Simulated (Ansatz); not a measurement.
# Al7N7 wurtzite off sphere (Al₇N₇H₂₀): inputs that go wrong

2 inputs were typed for Al7N7 wurtzite off sphere (Al₇N₇H₂₀). Each is run as it stands; the log then has to tell whether the result can be used.

Computed with Ansatz 0.2.0, Gaussian basis. Level: the settings change from run to run.

**1. The molecule**

The geometry comes from an earlier relaxation with PBE-D4/def2-SVP; it is a stationary point, not always the lowest conformer.

34 atoms, charge 0, spin multiplicity 1.

Atoms are counted from 1 here; the program's logs count them from 0.

Bond lengths: Al1–N2 1.985 Å, Al1–N3 1.973 Å, Al1–H15 1.608 Å, Al1–H16 1.608 Å, N2–Al5 1.968 Å, N2–H17 1.033 Å, N2–H18 1.033 Å, N3–Al4 1.921 Å, N3–Al9 1.921 Å, N3–H19 1.036 Å, Al4–N6 1.916 Å, Al4–N7 1.974 Å, Al4–H20 1.597 Å, Al5–N6 1.917 Å, Al5–N10 1.917 Å, Al5–H21 1.597 Å, N6–Al8 1.974 Å, N6–H22 1.036 Å and more. Angles: N2–Al1–N3 100.5°, N2–Al1–H15 107.0°, N2–Al1–H16 106.9°, N3–Al1–H15 109.4°, N3–Al1–H16 109.4°, H15–Al1–H16 121.7°, Al1–N2–Al5 117.6°, Al1–N2–H17 108.8°, Al1–N2–H18 108.8°, Al5–N2–H17 108.5°, Al5–N2–H18 108.6°, H17–N2–H18 103.6°, Al1–N3–Al4 110.0°, Al1–N3–Al9 110.0°, Al1–N3–H19 102.7°, Al4–N3–Al9 116.6°, Al4–N3–H19 108.3°, Al9–N3–H19 108.3° and more.

**2. Attempt 1**

Input file in.yaml:

```yaml
crystal:
  periodic: [false, false, false]
  atoms:
    - {symbol: Al, position_ang: [-0.005842, -6.036396, -2.025359]}
    - {symbol: N, position_ang: [-0.016425, -5.787626, 1.716566]}
    - {symbol: N, position_ang: [-0.002846, -2.422266, -2.944273]}
    - {symbol: Al, position_ang: [-3.089166, -0.856201, -1.845861]}
    - {symbol: Al, position_ang: [-0.005714, -2.386320, 3.219274]}
    - {symbol: N, position_ang: [-2.846603, -0.674034, 1.761829]}
    - {symbol: N, position_ang: [-2.858743, 2.690053, -2.978917]}
    - {symbol: Al, position_ang: [-3.124088, 2.815333, 3.050386]}
    - {symbol: Al, position_ang: [3.088384, -0.866739, -1.844738]}
    - {symbol: N, position_ang: [2.842830, -0.685851, 1.762845]}
    - {symbol: N, position_ang: [2.869580, 2.680656, -2.977341]}
    - {symbol: Al, position_ang: [0.008566, 4.691259, -1.798330]}
    - {symbol: Al, position_ang: [3.132642, 2.802612, 3.051856]}
    - {symbol: N, position_ang: [0.007558, 4.305524, 1.764010]}
    - {symbol: H, position_ang: [-2.655614, -7.281331, -2.838496]}
    - {symbol: H, position_ang: [2.650564, -7.279732, -2.819378]}
    - {symbol: H, position_ang: [-1.556987, -6.766575, 2.407194]}
    - {symbol: H, position_ang: [1.511101, -6.780868, 2.415662]}
    - {symbol: H, position_ang: [-0.003222, -2.476541, -4.901022]}
    - {symbol: H, position_ang: [-5.637859, -2.053878, -2.932217]}
    - {symbol: H, position_ang: [-0.006026, -2.687841, 6.221863]}
    - {symbol: H, position_ang: [-4.464914, -1.516526, 2.470731]}
    - {symbol: H, position_ang: [-3.113569, 2.812847, -4.907945]}
    - {symbol: H, position_ang: [-4.445436, 3.548494, -2.201610]}
    - {symbol: H, position_ang: [-5.454832, 4.119384, 1.498123]}
    - {symbol: H, position_ang: [-3.247372, 2.839845, 6.076422]}
    - {symbol: H, position_ang: [5.634510, -2.069850, -2.930767]}
    - {symbol: H, position_ang: [4.457447, -1.534399, 2.472959]}
    - {symbol: H, position_ang: [3.125852, 2.802256, -4.906257]}
    - {symbol: H, position_ang: [4.458894, 3.533632, -2.199404]}
    - {symbol: H, position_ang: [0.013096, 7.486510, -2.939884]}
    - {symbol: H, position_ang: [3.253694, 2.826289, 6.077988]}
    - {symbol: H, position_ang: [5.469405, 4.097637, 1.501184]}
    - {symbol: H, position_ang: [0.011098, 6.110621, 2.522926]}
basis:
  gaussian: {orbitals: def2-mTZVPP, fitting: {mean_field: def2-universal-jkfit}, final_grid: {core_spheres: 5, valence_spheres: 4, degree: 11}}
total_charge: 1
magnetization: {spin_polarized: true, initial_magnetization: 1}
hamiltonian: {xc: {name: BLYP}}
output: {forces: true}
```

On the command line:

```
$ ansatz run in.yaml --threads 2 --pin off --events-out ev --progress --plain --max-ram 32768MiB --backend cuda --devices 0, --max-vram 18GiB
```

The log of the run:

```text
Functional definition: BLYP
  name "BLYP"
  cite "Becke, Phys. Rev. A 38, 3098 (1988) doi:10.1103/PhysRevA.38.3098"
  cite "Lee, Yang & Parr, Phys. Rev. B 37, 785 (1988) doi:10.1103/PhysRevB.37.785"
  parameter beta = 0.0042
  parameter a = 0.04918
  parameter b = 0.132
  parameter c = 0.2533
  parameter d = 0.349
  exchange = b88_x(beta = beta)
  correlation = lyp_c(a = a, b = b, c = c, d = d)
1795 factors; integrals over basis functions are off by at most 5.0e-1 eV
mean field evaluation 1: about -56523.4583 eV, gradient 2.3e2 eV
mean field evaluation 2: about -55001.4653 eV, gradient 2.0e2 eV
mean field evaluation 4: about -55386.1900 eV, gradient 4.3e2 eV
mean field evaluation 8: about -56826.8061 eV, gradient 2.9e1 eV
mean field evaluation 16: about -56847.8022 eV, gradient 6.5e-1 eV
mean field evaluation 32: about -56847.9123 eV, gradient 5.3e-2 eV
mean field evaluation 64: about -56708.2416 eV, gradient 1.6e2 eV
mean field evaluation 96: about -56848.0067 eV, gradient 6.6e-4 eV
mean field evaluation 128: about -56847.9763 eV, gradient 3.5e-4 eV
mean field evaluation 160: about -56846.1329 eV, gradient 1.1e1 eV
mean field evaluation 192: about -56847.7806 eV, gradient 3.2e0 eV
mean field evaluation 224: about -56847.8646 eV, gradient 2.8e0 eV
Error: SIGTERM received: run cancelled behind 230 evaluations of the mean field
```

It took 91 s on 1 × H100 (card shared with other runs) with 2 threads of AMD EPYC 7R13, shared host.

**Diagnosis.** The run hit its time limit. The coordinates are in bohr but typed as ångström. The shortest distance is 1.95 Å (N7–H23), against 1.03 Å in the relaxed molecule. It also asks for charge 1 and multiplicity 2, another species or state than the molecule above. Cure: take the coordinates from the file in ångström, and set charge and spin to those of the species named.

**3. Attempt 2**

Input file in.yaml:

```yaml
crystal:
  periodic: [false, false, false]
  atoms:
    - {symbol: Al, position_ang: [-0.006802, -7.027509, -2.357902]}
    - {symbol: N, position_ang: [-0.019121, -6.737892, 1.998408]}
    - {symbol: N, position_ang: [-0.003313, -2.819976, -3.427691]}
    - {symbol: Al, position_ang: [-3.596374, -0.996780, -2.148931]}
    - {symbol: Al, position_ang: [-0.006652, -2.778128, 3.747845]}
    - {symbol: N, position_ang: [-3.313985, -0.784703, 2.051102]}
    - {symbol: N, position_ang: [-3.328119, 3.131731, -3.468023]}
    - {symbol: Al, position_ang: [-3.637030, 3.277581, 3.551227]}
    - {symbol: Al, position_ang: [3.595464, -1.009048, -2.147625]}
    - {symbol: N, position_ang: [3.309593, -0.798460, 2.052285]}
    - {symbol: N, position_ang: [3.340734, 3.120791, -3.466189]}
    - {symbol: Al, position_ang: [0.009972, 5.461514, -2.093597]}
    - {symbol: Al, position_ang: [3.646988, 3.262771, 3.552938]}
    - {symbol: N, position_ang: [0.008799, 5.012446, 2.053642]}
    - {symbol: H, position_ang: [-3.091637, -8.476848, -3.304547]}
    - {symbol: H, position_ang: [3.085759, -8.474987, -3.282290]}
    - {symbol: H, position_ang: [-1.812628, -7.877574, 2.802430]}
    - {symbol: H, position_ang: [1.759208, -7.894214, 2.812288]}
    - {symbol: H, position_ang: [-0.003751, -2.883162, -5.705718]}
    - {symbol: H, position_ang: [-6.563535, -2.391103, -3.413656]}
    - {symbol: H, position_ang: [-0.007015, -3.129156, 7.243427]}
    - {symbol: H, position_ang: [-5.198006, -1.765524, 2.876398]}
    - {symbol: H, position_ang: [-3.624784, 3.274687, -5.713777]}
    - {symbol: H, position_ang: [-5.175330, 4.131119, -2.563091]}
    - {symbol: H, position_ang: [-6.350458, 4.795743, 1.744099]}
    - {symbol: H, position_ang: [-3.780556, 3.306117, 7.074106]}
    - {symbol: H, position_ang: [6.559637, -2.409697, -3.411968]}
    - {symbol: H, position_ang: [5.189313, -1.786331, 2.878993]}
    - {symbol: H, position_ang: [3.639083, 3.262357, -5.711812]}
    - {symbol: H, position_ang: [5.190997, 4.113817, -2.560523]}
    - {symbol: H, position_ang: [0.015247, 8.715716, -3.422582]}
    - {symbol: H, position_ang: [3.787916, 3.290336, 7.075929]}
    - {symbol: H, position_ang: [6.367423, 4.770426, 1.747662]}
    - {symbol: H, position_ang: [0.012920, 7.113921, 2.937164]}
basis:
  gaussian: {orbitals: 6-31G}
hamiltonian: {xc: {name: B97M-V}, pseudopotentials: {relativity: scalar}}
scf: {omitted_lower_state_checks: [starts]}
output: {forces: true}
```

The command is unchanged.

The log of the run, shortened:

```text
Functional definition: B97M-V
  name "B97M-V"
  cite "Mardirossian & Head-Gordon, J. Chem. Phys. 142, 074111 (2015) doi:10.1063/1.4907719"
  cite "Becke, J. Chem. Phys. 107, 8554 (1997) doi:10.1063/1.475007"
  cite "Vydrov & Van Voorhis, J. Chem. Phys. 133, 244103 (2010) doi:10.1063/1.3521275"
  # Of w^i u^j: cxij and so on, Table III.
[...]
  gx(w, u) = cx00 + cx01*u + cx02*u^2 + (cx10 + cx11*u)*w
  gss(w, u) = css00 + css02*u^2 + css10*w + (css32*w^3 + css42*w^4)*u^2
  gos(w, u) = cos00 + cos01*u + cos03*u^3 + cos10*w + cos32*w^3*u^2
[...]
      + integral(e_c_pw_mod_opposite_spin*gos(b97_w_opposite, b97_u_opposite)) + vv10(b, c)
[...]
2540 factors; integrals over basis functions are off by at most 2.7e-4 eV
[...]
mean field -56884.02428800 eV, -2090.4493352077 hartree, gradient 2.6e-8 eV, S^2 0.000000; 0 other end points of the search recorded, 0 dependent functions left out
[...]
Atom 25 at    -3.780556     3.306117     7.074106 Å, force     0.043214    -0.019696    -0.617289 eV/Å
Atom 26 at     6.559637    -2.409697    -3.411968 Å, force    -0.544240     0.255017     0.228433 eV/Å
Atom 27 at     5.189313    -1.786331     2.878993 Å, force    -2.044713     1.060926    -0.901327 eV/Å
Atom 28 at     3.639083     3.262357    -5.711812 Å, force    -0.220632    -0.090767     2.490706 eV/Å
Atom 29 at     5.190997     4.113817    -2.560523 Å, force    -1.940227    -1.035842    -1.072273 eV/Å
Atom 30 at     0.015247     8.715716    -3.422582 Å, force    -0.000986    -0.593171     0.237395 eV/Å
Atom 31 at     3.787916     3.290336     7.075929 Å, force    -0.042874    -0.019349    -0.617319 eV/Å
Atom 32 at     6.367423     4.770426     1.747662 Å, force    -0.434009    -0.244935     0.259334 eV/Å
Atom 33 at     0.012920     7.113921     2.937164 Å, force    -0.004564    -2.271009    -0.965373 eV/Å
Dipole moment:     0.000556    -0.012232     0.073963 e Å
Checks for a lower state left out: starts
```

Wall time 34 s (1 × H100 (card shared with other runs) with 2 threads of AMD EPYC 7R13, shared host); peak host memory 1.1 GiB.

Diagnosis: It ended without an error, which proves nothing about the input. The geometry is stretched to more than twice its size. The shortest distance is 2.27 Å (N7–H23), against 1.03 Å in the relaxed molecule. Its energy is no property of the relaxed molecule. Fix: use the relaxed coordinates.

**4. How the tries ended**

| attempt | level | ended | cause | time |
| --- | --- | --- | --- | --- |
| 1 | BLYP/def2-mTZVPP | timeout | the coordinates are in bohr but typed as ångström | 91 s |
| 2 | B97M-V/6-31G | converged | the geometry is stretched to more than twice its size | 34 s |

**Reading.** 1 timeout, 1 converged. The dangerous case is the input that converges on a wrong geometry, charge, spin, basis or grid: often only a look at the input shows it.
